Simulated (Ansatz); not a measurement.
# InH2F (SMILES [H][In]([H])[F]) at B3LYP/STO-3G

What is the energy change on altering one bond length of InH2F at B3LYP/STO-3G? 

The results are computed with Ansatz 0.2.0.

58 further runs of the same task are left out: 2 that didn't finish, 56 set aside as unsound or not needed.

**1. The structure to begin with**

InH2F has 4 atoms, charge 0, and is taken as a singlet. As SMILES, `[H][In]([H])[F]`. Geometry: a GFN2-xTB relaxation, a rough one for these elements and not checked as a minimum.

Bond lengths: In1–F4 1.946 Å, In1–H2 1.693 Å, In1–H3 1.691 Å. Angles: H2–In1–F4 114.4°, H3–In1–F4 114.5°, H2–In1–H3 131.1°.

**2. A single-point energy at B3LYP/STO-3G**

Input file molecule.yaml:

```yaml
crystal:
  periodic: [false, false, false]
  atoms:
    - {symbol: In, position_ang: [0.069180, 0.117330, -0.000190]}
    - {symbol: H, position_ang: [1.751200, -0.073770, 0.013580]}
    - {symbol: H, position_ang: [-0.891440, 1.509340, -0.018860]}
    - {symbol: F, position_ang: [-0.928940, -1.552910, 0.005460]}
basis:
  gaussian: {orbitals: STO-3G}
accuracy: high
hamiltonian: {xc: {name: B3LYP}}
```

On the command line:

```
$ ansatz run molecule.yaml --threads 1 --pin off --max-ram 2610MiB --events-out events.jsonl --progress --plain --runs-dir runs
```

Output:

```text
Warning: RAYON_NUM_THREADS=1 ignored (pool sized by the plan → 1); use --threads N
Functional definition: B3LYP
  name "B3LYP"
  parameter a0 = 0.2
  parameter ax = 0.72
  parameter ac = 0.81
  exchange = (1 - a0 - ax)*slater_x + ax*b88_x + a0*exact_x
  correlation = (1 - ac)*vwn_rpa_c + ac*lyp_c
623 factors; integrals over basis functions are off by at most 4.0e-9 eV
mean field evaluation 1: about -157400.4004 eV, gradient 2.0e1 eV
mean field evaluation 2: about -157381.5398 eV, gradient 8.4e1 eV
mean field evaluation 4: about -157402.4649 eV, gradient 1.7e0 eV
mean field evaluation 8: about -157402.4228 eV, gradient 6.5e-2 eV
mean field evaluation 16: about -157402.4228 eV, gradient 1.1e-6 eV
mean field -157402.42282623 eV, -5784.4323476699 hartree, gradient 1.8e-8 eV, S^2 0.000000; 0 other end points of the search recorded, 0 dependent functions left out
reference -157402.42285098 eV, -5784.4323485794 hartree; 30, 30 occupied and 4, 4 virtual orbitals, 623 factors
Total energy: -157402.42285098 eV, -5784.4323485794 hartree
```

Run time: 1.5 s. Hardware: 1 thread of Arm Neoverse V2, shared host; peak memory 0.11 GiB.

**3. The distorted shape**

Input file run.yaml:

```yaml
crystal:
  periodic: [false, false, false]
  atoms:
    - symbol: In
      position_ang: [0.309307, -0.230632, 0.004477]
    - symbol: H
      position_ang: [1.991327, -0.421732, 0.018247]
    - symbol: H
      position_ang: [-0.891440, 1.509340, -0.018860]
    - symbol: F
      position_ang: [-0.688813, -1.900872, 0.010127]
basis:
  gaussian: {orbitals: STO-3G}
hamiltonian: {xc: {name: B3LYP}}
accuracy: high
```

On the command line:

```
$ ansatz run run.yaml --threads 1 --pin off --max-ram 2610MiB --events-out events.jsonl --progress --plain --runs-dir runs
```

Output:

```text
Warning: RAYON_NUM_THREADS=1 ignored (pool sized by the plan → 1); use --threads N
Functional definition: B3LYP
  name "B3LYP"
  parameter a0 = 0.2
  parameter ax = 0.72
  parameter ac = 0.81
  exchange = (1 - a0 - ax)*slater_x + ax*b88_x + a0*exact_x
  correlation = (1 - ac)*vwn_rpa_c + ac*lyp_c
621 factors; integrals over basis functions are off by at most 4.0e-9 eV
mean field evaluation 1: about -157398.9924 eV, gradient 2.0e1 eV
mean field evaluation 2: about -157381.1739 eV, gradient 8.3e1 eV
mean field evaluation 4: about -157401.1658 eV, gradient 2.7e0 eV
mean field evaluation 8: about -157401.1318 eV, gradient 5.5e-2 eV
mean field evaluation 16: about -157401.1318 eV, gradient 5.6e-7 eV
mean field -157401.13181503 eV, -5784.3849038831 hartree, gradient 2.6e-8 eV, S^2 0.000000; 0 other end points of the search recorded, 0 dependent functions left out
reference -157401.13184031 eV, -5784.3849048124 hartree; 30, 30 occupied and 4, 4 virtual orbitals, 621 factors
Total energy: -157401.13184031 eV, -5784.3849048124 hartree
```

It took 1.5 s on 1 thread of Arm Neoverse V2, shared host; peak memory 0.11 GiB.

**4. What came out**

Level: B3LYP/STO-3G.

| quantity | value |
| --- | --- |
| first shape: total energy | -5784.43235 Eh |
| distorted shape: total energy | -5784.38490 Eh |
| energy change with the In1–H3 bond stretched from 1.691 to 2.114 Å | 1.291 eV |

With the In1–H3 bond stretched from 1.691 to 2.114 Å the energy rises by 1.29 eV (30 kcal/mol). The first shape isn't relaxed at this level, so the change isn't measured from a minimum. The minimal basis adds a large error of its own. Relativity is left out (first shape) although the molecule holds a heavy atom. Relativity is left out (distorted shape) although the molecule holds a heavy atom.
